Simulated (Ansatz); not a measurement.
C3H7Al, SMILES [CH3][Al]1[CH2][CH2]1: an atomisation energy, run with Ansatz 0.2.0, Python API.

`tae_c3h7al.py`:
```python
# -*- coding: utf-8 -*-
"""Atomisation energy of C3H7Al at the given geometry."""

from collections import Counter
from dataclasses import dataclass

import ansatz as az
from ase import Atoms


@dataclass
class Options:
    basis: str = "def2-TZVP"
    functional: str = "pbe"
    dispersion: str = "d4"


opts = Options()


def energy(molecule, charge=0, unpaired=0):
    calc = (
        molecule.calculation()
        .basis(gaussian=opts.basis)  # atom-centred Gaussian functions
        .functional(opts.functional, dispersion=opts.dispersion)
    )
    if charge:
        calc = calc.charge(charge)
    if unpaired:
        calc = calc.spin("collinear", total=unpaired)
    return calc.run().report["free_energy_ev"]

atoms = Atoms(["C", "Al", "C", "C", "H", "H", "H", "H", "H", "H", "H"], positions=[
    (-1.1768, 1.7241, -0.6912),
    (0.0872, 0.4147, -0.0683),
    (0.5927, -1.0249, 1.1718),
    (1.0815, -1.3225, -0.2611),
    (-0.8708, 2.1995, -1.6771),
    (-1.327, 2.5872, 0.0551),
    (-2.1821, 1.2828, -0.8555),
    (-0.1506, -1.6551, 1.5686),
    (1.5023, -0.8028, 1.8817),
    (0.4171, -2.156, -0.6836),
    (2.0918, -1.3041, -0.4197),
])
system = az.Crystal.molecule_from_ase(atoms)

# unpaired electrons of the ground-state atoms
unpaired = {"C": 2, "Al": 1, "H": 1}
counts = Counter(site.symbol for site in system.cartesian_sites)
atom_energy = {s: energy(az.Crystal.molecule().atom(s, (0, 0, 0)), 0, unpaired[s]) for s in counts}
whole = energy(system, 0, 0)
for s, e in atom_energy.items():
    print(f"{s:2s} x{counts[s]}  {e:14.5f} eV")
print(f"C3H7Al: {whole:.5f} eV")
split = sum(counts[s] * e for s, e in atom_energy.items()) - whole
print(f"atomisation energy (no zero-point term): {23.060548 * split:.1f} kcal/mol, {split / sum(counts.values()):.3f} eV an atom")
```

What does it cost to take this molecule apart into atoms?

953.2 kcal/mol from the electronic energies, without the zero-point term.

The output:

Running `python tae_c3h7al.py` prints:
```text
C  x3     -1028.48074 eV
Al x1     -6591.34854 eV
H  x7       -13.59523 eV
C3H7Al: -9813.29373 eV
atomisation energy (no zero-point term): 953.2 kcal/mol, 3.758 eV an atom
```

Notes:
- Total energies depend on the basis set; only differences at equal settings carry meaning.
- The geometry is a force-field or estimated start, not a minimum of this method, and the basis set is short of its limit. All parts are taken at fixed geometry, without zero-point energy.
- This functional overbinds, so such energies come out a few per cent too high (LDA far more).
- Processor time in the engine: 3.9 s on 1 thread of Intel(R) Xeon(R) Processor @ 2.30GHz, on a shared host, peak memory 0.3 GiB.
